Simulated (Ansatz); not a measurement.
# CH₅Al₂N: up Jacob's ladder to CCSD(T)

The task here is to estimate one member of a computed series from the others.

Computed with Ansatz 0.2.0, Gaussian basis. Level: functionals in def2-TZVPP, the program's frozen cores in correlated methods.

Plan: LDA (SPW92), PBE-D4, revPBE-D4, BLYP-D4, r2SCAN-D4, B97M-V, PBE0-D4, B3LYP-D4, r2SCANh-D4, r2SCAN0-D4, HSE06-D4, BHLYP-D4, CAM-B3LYP-D4, LC-ωPBE, ωB97X-V, ωB97M-V, B2PLYP, PBE-QIDH; CCSD(T)/def2-SVP; CCSD(T)/def2-TZVPP; MP2/def2-QZVPP; extrapolation to the limit; RPA on PBE.

### The geometry

An earlier PBE0-D4 in a triple-zeta def2 set relaxation fixed the geometry.

9 atoms, charge 0, spin multiplicity 1.

Atoms are counted from 1 here; the program's logs count them from 0.

Bond lengths: Al1–N2 1.768 Å, Al1–H5 1.587 Å, Al1–H6 1.589 Å, N2–C3 1.532 Å, N2–Al4 1.758 Å, C3–Al4 1.898 Å, C3–H7 1.090 Å, C3–H8 1.090 Å, Al4–H9 1.569 Å. Angles: N2–Al1–H5 117.3°, N2–Al1–H6 120.3°, H5–Al1–H6 122.4°, Al1–N2–C3 131.5°, Al1–N2–Al4 158.4°, C3–N2–Al4 70.1°, N2–C3–Al4 60.5°, N2–C3–H7 114.4°, N2–C3–H8 114.3°, Al4–C3–H7 123.1°, Al4–C3–H8 123.1°, H7–C3–H8 110.5°, N2–Al4–C3 49.4°, N2–Al4–H9 144.7°, C3–Al4–H9 165.9°.

The first run:

File in.yaml:

```yaml
crystal:
  periodic: [false, false, false]
  atoms:
    - {symbol: Al, position_ang: [-0.183813, 1.234166, -1.312982]}
    - {symbol: N, position_ang: [-0.210376, 0.056453, 0.005575]}
    - {symbol: C, position_ang: [0.891954, -0.824392, 0.602291]}
    - {symbol: Al, position_ang: [-0.864654, -0.915912, 1.315566]}
    - {symbol: H, position_ang: [-1.546388, 1.971279, -1.659315]}
    - {symbol: H, position_ang: [1.164024, 1.523541, -2.102472]}
    - {symbol: H, position_ang: [1.294396, -1.568707, -0.085508]}
    - {symbol: H, position_ang: [1.700532, -0.270595, 1.080346]}
    - {symbol: H, position_ang: [-2.157174, -1.252133, 2.139399]}
basis:
  gaussian: {orbitals: def2-TZVPP}
hamiltonian: {xc: lda}
output: {orbitals: {seedname: orbitals}}
```

Launch:

```
> ansatz run in.yaml --threads 2 --pin off --events-out ev --progress --plain --max-ram 4352MiB
```

Among the steps run: LDA; PBE-D4 (GGA); revPBE-D4 (GGA); BLYP-D4 (GGA); r2SCAN-D4 (meta-GGA); B97M-V (meta-GGA); PBE0-D4 (hybrid); B3LYP-D4 (hybrid); r2SCANh-D4 (hybrid); r2SCAN0-D4 (hybrid); HSE06-D4 (hybrid); BHLYP-D4 (hybrid); CAM-B3LYP-D4 (range-separated); LC-ωPBE (range-separated); ωB97X-V (range-separated); ωB97M-V (range-separated); B2PLYP (double hybrid); PBE-QIDH (double hybrid).

One of the session's tables, all rows but one given; the rest of the session is left out.

It belongs to the step «Orbital energies across the functionals». 

```
  functional  HOMO (eV)  gap (eV)
 LDA (SPW92)      -5.57      3.35
      PBE-D4      -5.41      3.43
   revPBE-D4      -5.35      3.48
     BLYP-D4      -5.28      3.42
   r2SCAN-D4      -5.58      3.95
      B97M-V          ?         ?
     PBE0-D4      -6.52      5.32
    B3LYP-D4      -6.33      4.92
  r2SCANh-D4      -6.00      4.63
  r2SCAN0-D4      -6.64      5.64
    HSE06-D4      -6.12      4.56
    BHLYP-D4      -7.55      7.14
CAM-B3LYP-D4      -7.85      7.57
     LC-ωPBE      -9.16      9.97
     ωB97X-V      -8.82      9.50
     ωB97M-V      -8.70      9.10
```

Estimate the missing values for B97M-V.

**Answer.** HOMO (eV): -5.68; gap (eV): 3.84. In the column «HOMO (eV)» it lies between r2SCANh-D4 (-6.00) and r2SCAN-D4 (-5.58).
